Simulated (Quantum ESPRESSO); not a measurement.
Crystal: Ti.

```
CELL_PARAMETERS angstrom
0.00000 1.97500 1.97500
1.97500 0.00000 1.97500
1.97500 1.97500 0.00000
ATOMIC_POSITIONS crystal
Ti 0.00000 0.00000 0.00000
```

The cell was built by a generator and needn't be a form met in nature.

Base run:

* Program: Quantum ESPRESSO 7.5
* Functional: PBEsol
* Potentials or basis: GBRV 1.5 PBEsol
* Cutoff: 612 eV
* Density cutoff: 4898 eV
* k mesh: 16 × 16 × 16
* Occupations: methfessel-paxton, width 0.1 eV
* Spin: no spin polarisation

Its results: band gap on the k mesh none (metal or under the smearing width); pressure 10.4 GPa.

Question: The run is repeated on the same cell with these changes: functional from PBEsol to LDA; potentials or basis from GBRV 1.5 PBEsol to GBRV 1.5 LDA. What comes out?

Answer: Band gap on the k mesh none (metal or under the smearing width); pressure 5.2 GPa.
